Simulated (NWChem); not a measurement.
**C2H4AlFO (SMILES C=C[O][AlH][F]): PBE0-D3(BJ)/def2-SVP**

Aim: a structure relaxation of C2H4AlFO. 

Program for the calculation: NWChem 7.3.0.

### 1 The system as given

C2H4AlFO: 9 atoms, total charge 0, spin state singlet. As SMILES, `C=C[O][AlH][F]`. The shape is that of a PBE0-D4/def2-TZVP optimisation. This is one conformer, not always the lowest. The run starts from this shape.

Bond lengths: C1–C2 1.325 Å, C2–O3 1.346 Å, O3–Al4 1.684 Å, Al4–F5 1.640 Å, C1–H6 1.083 Å, C1–H7 1.081 Å, C2–H8 1.090 Å, Al4–H9 1.565 Å. Angles: C1–C2–O3 123.2°, C2–O3–Al4 137.8°, O3–Al4–F5 116.4°, C1–C2–H8 121.1°, O3–C2–H8 115.7°, C2–C1–H6 121.4°, C2–C1–H7 119.7°, O3–Al4–H9 123.2°, F5–Al4–H9 120.5°, H6–C1–H7 119.0°.

### 2 A geometry optimisation at PBE0-D3(BJ)/def2-SVP

Input file sp.nw:

```
start sp
memory stack 880 mb heap 220 mb global 1100 mb

geometry units bohr
  C   -2.95175221  -0.68049038   2.08606867
  C   -1.37572062  -0.59129530   0.14267432
  O    0.92653272   0.48471475   0.26380577
  Al   3.40301881   0.98133478  -1.67202968
  F    5.83471838   2.45966752  -0.44408564
  H   -2.45229759   0.12339912   3.90058369
  H   -4.77666073  -1.57263008   1.86799427
  H   -1.88783640  -1.40425548  -1.67958858
  H    3.44742737   0.11187179  -4.49811509
end

basis spherical bse
  * library def2-SVP
end

dft
  xc pbe0
  disp vdw 4
  grid fine
  convergence energy 1e-07
  maxiter 100
  mulliken
  print low
end

driver
  maxiter 60
end

freq
  temp 2 298.15 573.15
end

task dft optimize
task dft frequencies
```

Started as:

```
$ nwchem sp.nw > sp.out
```

Log:

```text
[...]
 d= 0,ls=0.0,diis     1   -495.4415784146 -6.97D+02  1.54D-02  9.05D-01     1.3
[...]
         Total DFT energy =     -495.548822232780
[...]
@    0    -495.54882223  0.0D+00  0.01040  0.00411  0.00000  0.00000     13.9
[...]
         Total DFT energy =     -495.549356076282
[...]
@    1    -495.54935608 -5.3D-04  0.00366  0.00118  0.01620  0.03971     23.5
[...]
@    7    -495.54948671 -1.3D-06  0.00013  0.00004  0.00345  0.00877     92.1
[...]
         Total DFT energy =   -495.549486780090
[...]
@    8    -495.54948678 -7.3D-08  0.00005  0.00002  0.00093  0.00240     98.5
[...]
         Total DFT energy =     -495.549486841162
[...]
         Total DFT energy =   -495.549486841162
                         DFT ENERGY GRADIENTS
    atom               coordinates                        gradient
                 x          y          z           x          y          z
   1 C       0.908579  -5.182921  -0.000690    0.000001  -0.000001  -0.000001
   2 C      -0.670020  -3.218470  -0.001100   -0.000003  -0.000006  -0.000005
   3 O       0.098056  -0.803120   0.001376    0.000005   0.000003   0.000009
   4 Al     -0.904514   2.236318   0.001284   -0.000007  -0.000005  -0.000004
   5 F       1.343186   4.414839   0.001751   -0.000002   0.000003  -0.000001
   6 H       2.953553  -4.902802   0.001732   -0.000003  -0.000002   0.000000
   7 H       0.157871  -7.102016  -0.002782    0.000002   0.000004  -0.000000
   8 H      -2.728595  -3.508038  -0.003506    0.000001  -0.000001   0.000000
   9 H      -3.755684   3.033819   0.001046    0.000007   0.000004   0.000002
[...]
@    9    -495.54948684 -6.1D-08  0.00001  0.00000  0.00042  0.00110    104.7
[...]
      Optimization converged
[...]
@    9    -495.54948684 -6.1D-08  0.00001  0.00000  0.00042  0.00110    104.7
[...]
 d= 0,ls=0.0,diis     2   -495.5494866989  7.12D-11  2.36D-07  1.28D-09   107.0
         Total DFT energy =     -495.549486698904
      One electron energy =    -1083.375892897067
           Coulomb energy =      437.212539575398
    Exchange-Corr. energy =      -49.718370499848
 Nuclear repulsion energy =      200.336836114845
    Dispersion correction =       -0.004598992231
[...]
 Zero-Point correction to Energy  =   35.381 kcal/mol  (  0.056383 au)
 Thermal correction to Energy     =   46.793 kcal/mol  (  0.074569 au)
 Thermal correction to Enthalpy   =   47.931 kcal/mol  (  0.076383 au)
 Total Entropy                    =  100.719 cal/mol-K
   - Translational                =   42.632 cal/mol-K (mol. weight =  90.0061)
   - Rotational                   =   28.262 cal/mol-K (symmetry #  =        1)
   - Vibrational                  =   29.825 cal/mol-K
 Cv (constant volume heat capacity) =   30.456 cal/mol-K
   - Translational                  =    2.979 cal/mol-K
   - Rotational                     =    2.979 cal/mol-K
   - Vibrational                    =   24.497 cal/mol-K
[...]
 Normal Eigenvalue ||           Projected Infra Red Intensities
  Mode   [cm**-1]  || [atomic units] [(debye/angs)**2] [(KM/mol)] [arbitrary]
 ------ ---------- || -------------- ----------------- ---------- -----------
    1       -0.000 ||    0.002414           0.056         2.353       0.413
    2       -0.000 ||    0.001907           0.044         1.859       0.327
    3        0.000 ||    0.000513           0.012         0.500       0.088
    4        0.000 ||    0.000083           0.002         0.081       0.014
    5        0.000 ||    0.000051           0.001         0.050       0.009
    6        0.000 ||    0.000335           0.008         0.327       0.057
    7       57.884 ||    0.000643           0.015         0.627       0.110
    8       64.176 ||    0.000245           0.006         0.239       0.042
    9      101.266 ||    0.001535           0.035         1.497       0.263
   10      252.807 ||    0.039299           0.907        38.311       6.731
   11      434.086 ||    0.004836           0.112         4.715       0.828
   12      494.632 ||    0.198261           4.574       193.275      33.955
   13      660.638 ||    0.130860           3.019       127.569      22.412
   14      701.218 ||    0.074237           1.713        72.370      12.714
[...]
```

Run time: 4 min. Hardware: 1 thread of Intel Xeon 6975P-C (Granite Rapids), shared host; peak memory 0.18 GiB.

The path in brief:

```csv
step,energy from the first frame kept (eV)
0,0.0000
1,-0.0145
2,-0.0164
3,-0.0169
4,-0.0176
5,-0.0180
6,-0.0180
7,-0.0181
8,-0.0181
9,-0.0181
```

After the run. Bond lengths: C1–C2 1.334 Å, C2–O3 1.341 Å, O3–Al4 1.694 Å, Al4–F5 1.656 Å, C1–H6 1.092 Å, C1–H7 1.090 Å, C2–H8 1.100 Å, Al4–H9 1.567 Å. Angles: C1–C2–O3 123.6°, C2–O3–Al4 144.1°, O3–Al4–F5 115.8°, C1–C2–H8 120.8°, O3–C2–H8 115.6°, C2–C1–H6 121.0°, C2–C1–H7 119.9°, O3–Al4–H9 123.9°, F5–Al4–H9 120.3°, H6–C1–H7 119.2°.

### 3 Outcome

Level: PBE0-D3(BJ)/def2-SVP.

```
                                                 quantity             value
                                  total energy at the end     -495.54949 Eh
                                        dispersion energy     -12.07 kJ/mol
                               lowest harmonic wavenumber           58 cm⁻¹
                              highest harmonic wavenumber         3299 cm⁻¹
                                        zero-point energy      148.0 kJ/mol
ideal-gas entropy at 298.15 K (symmetry number 1 as used)  82.7 cal/(mol K)
```

**Reading.** At the final geometry: Bond lengths: C1–C2 1.334 Å, C2–O3 1.341 Å, O3–Al4 1.694 Å, Al4–F5 1.656 Å, C1–H6 1.092 Å, C1–H7 1.090 Å, C2–H8 1.100 Å, Al4–H9 1.567 Å. Angles: C1–C2–O3 123.6°, C2–O3–Al4 144.1°, O3–Al4–F5 115.8°, C1–C2–H8 120.8°, O3–C2–H8 115.6°, C2–C1–H6 121.0°, C2–C1–H7 119.9°, O3–Al4–H9 123.9°, F5–Al4–H9 120.3°, H6–C1–H7 119.2°. All 21 modes are real, so the shape is a minimum at this level. The optimisation took 10 steps and changed the energy by -0.018 eV.
